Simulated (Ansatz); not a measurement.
# AlF3Li: the cost of one run

The runs use Ansatz 0.2.0, Gaussian basis; PBE0-D4 structure, single points in def2-TZVPPD.

Levels: PBE-D4, revPBE-D4, BLYP-D4, r2SCAN-D4, B97M-V, PBE0-D4, B3LYP-D4, HSE06-D4, wB97X-V, wB97M-V, B2PLYP, Hartree-Fock, MP2, CCSD, CCSD(T). The reference is CCSD(T) extrapolated to the basis limit.

Correlated methods freeze the cores. The outer core shell of Li, Na, Mg and K is correlated. B3LYP uses VWN-RPA correlation. B2PLYP carries no dispersion term here.

164 further runs of the same task are left out: 1 that didn't finish, 163 set aside as unsound or not needed.

## (1) Starting geometry

The pair, from a GFN2-xTB docking trial: 5 atoms, charge 1, spin multiplicity 1.

Atoms are counted from 1 here; the program's logs count them from 0.

Bond lengths: Li1–F4 1.714 Å, F2–Al3 1.617 Å, Al3–F4 1.705 Å, Al3–F5 1.616 Å. Angles: F2–Al3–F4 111.9°, F2–Al3–F5 135.8°, F4–Al3–F5 112.3°, Li1–F4–Al3 178.0°.

Coordinates:

```xyz
5
AlF3Li
Li    0.29850   -0.36740   -2.59370
F     1.03620    1.11390    1.35190
Al   -0.08870    0.10950    0.76840
F     0.07560   -0.12240   -0.91240
F    -1.32170   -0.73360    1.38580
```

Atoms 1 to 1 are fragment A (Li+), the rest fragment B (AlF₃).

## (2) A first relaxation in a small basis

Input file pre/in.yaml:

```yaml
crystal:
  periodic: [false, false, false]
  atoms:
    - {symbol: Li, position_ang: [0.298500, -0.367400, -2.593700]}
    - {symbol: F, position_ang: [1.036200, 1.113900, 1.351900]}
    - {symbol: Al, position_ang: [-0.088700, 0.109500, 0.768400]}
    - {symbol: F, position_ang: [0.075600, -0.122400, -0.912400]}
    - {symbol: F, position_ang: [-1.321700, -0.733600, 1.385800]}
basis:
  gaussian: {orbitals: def2-SVP}
total_charge: 1
hamiltonian: {xc: pbe, dispersion: d4}
relax: {f_tol: 0.03, max_steps: 250}
```

The run is started by

```bash
$ ansatz run in.yaml --threads 2 --pin off --events-out ev --progress --plain --max-ram 5222MiB
```

**Question.** How long does this run take on 2 threads of Arm Neoverse V1, shared host?

About 6 s.
